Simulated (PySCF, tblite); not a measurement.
# C₅H₁₆FNSi₂: geometry, infrared bands and NMR shifts

Aim: predict the infrared bands and NMR shifts of C₅H₁₆FNSi₂ (`CNC(C)(C)[SiH2][SiH2]CF`).

The runs use tblite 0.8.0 and PySCF 2.14.0, with density-fitted response routines of our own; the level of theory stands in each step. All values are computed, except where a source is named. Atoms are numbered from 0 throughout.

## Step 1: The starting structure

25 atoms, charge 0, multiplicity 1; geometry from: force field or distance geometry start.

Bonds of the start (Å): C0–N1 1.46, N1–C2 1.50, C2–C3 1.55, C2–C4 1.54, C2–Si5 2.01, Si5–Si6 2.30, Si6–C7 1.83, C7–F8 1.37, C0–H9 1.10, C0–H10 1.08, C0–H11 1.09, N1–H12 1.02, C3–H13 1.08, C3–H14 1.11, C3–H15 1.09, C4–H16 1.09, C4–H17 1.09, C4–H18 1.10, Si5–H19 1.48, Si5–H20 1.50, Si6–H21 1.50, Si6–H22 1.50, C7–H23 1.08, C7–H24 1.10.

## Step 2: Geometry optimisation with GFN2-xTB

The job: settings as JSON, then the geometry in Å.

```
{"job": {"kind": "relax", "xc": "GFN2-xTB", "basis": "xTB"}, "charge": 0, "multiplicity": 1}
C      1.888900     0.287100    -1.603700
N      0.710900    -0.292300    -0.960500
C      0.767200    -0.323000     0.533300
C      1.107300     1.059900     1.142000
C      1.766600    -1.381100     1.040800
Si    -1.082600    -0.869700     1.090500
Si    -2.619000     0.666900     0.334900
C     -2.643900     0.653500    -1.493200
F     -3.013000    -0.590400    -1.939000
H      1.972000     1.355500    -1.376100
H      2.805400    -0.225500    -1.339300
H      1.754700     0.202700    -2.686100
H      0.598900    -1.251400    -1.290600
H      0.478500     1.853700     0.752800
H      0.978300     1.049700     2.242000
H      2.147700     1.329300     0.966000
H      1.566200    -2.366400     0.610600
H      1.725900    -1.485000     2.124900
H      2.796900    -1.107900     0.779200
H     -1.329200    -2.235700     0.565300
H     -1.091600    -0.933400     2.586400
H     -3.966400     0.350700     0.901800
H     -2.262400     2.029500     0.860400
H     -1.688900     0.880900    -1.946200
H     -3.379400     1.366400    -1.887000
```

Command:

```sh
$ OMP_NUM_THREADS=1 python probes_run.py task.json out
```

One launch serves the whole session: the jobs run in the order shown.

**Question.** This job is followed by: GFN2-xTB harmonic vibrations, gas phase; GIAO PBE0/pcSseg-1 NMR shielding, non-relativistic, gas phase. What will the session give for the following? strongest single infrared mode (GFN2-xTB); zero-point energy (GFN2-xTB); 13C shifts against TMS (PBE0/pcSseg-1, means over atoms taken as alike); 1H shifts against TMS (PBE0/pcSseg-1, means over atoms taken as alike); 15N shifts against NH3 (PBE0/pcSseg-1); 29Si shifts against TMS (PBE0/pcSseg-1); 19F shifts against CFCl3 (PBE0/pcSseg-1).

**Answer**, as computed:

| quantity | value |
| --- | --- |
| strongest single infrared mode (GFN2-xTB) | 2191 cm⁻¹, 590 km/mol |
| zero-point energy (GFN2-xTB) | 124.3 kcal/mol |
| 13C shifts against TMS (PBE0/pcSseg-1, means over atoms taken as alike) | 79.9, 47.0, 28.9, 25.5 ppm |
| 1H shifts against TMS (PBE0/pcSseg-1, means over atoms taken as alike) | 5.32, 4.03, 3.85, 2.56, 1.35, 0.45 ppm |
| 15N shifts against NH3 (PBE0/pcSseg-1) | 64.7 ppm |
| 29Si shifts against TMS (PBE0/pcSseg-1) | -52.7, -78.8 ppm |
| 19F shifts against CFCl3 (PBE0/pcSseg-1) | -293.4 ppm |

**Reading.** Relaxing lowered the energy by 0.304 eV in 129 steps; the close pair that moved most is Si6–C7, from 1.828 to 1.922 Å. No mode is imaginary among the 69: a minimum at this level. The strongest single mode, at 2191 cm⁻¹, is spread over several atoms, H21, H22, H19 among them. Unscaled tight-binding wavenumbers are off by several per cent, some by more. Its intensities can rank the bands wrongly. H23, H24 (mean) (hydrogen on an sp3 CH2 bonded to F and Si) lies farthest downfield among hydrogen, at 5.32 ppm; its carbon carries F, hence the downfield position. At PBE0/pcSseg-1: Shielding is most anisotropic at Si5 (span 133 ppm, paramagnetic term -481 ppm).
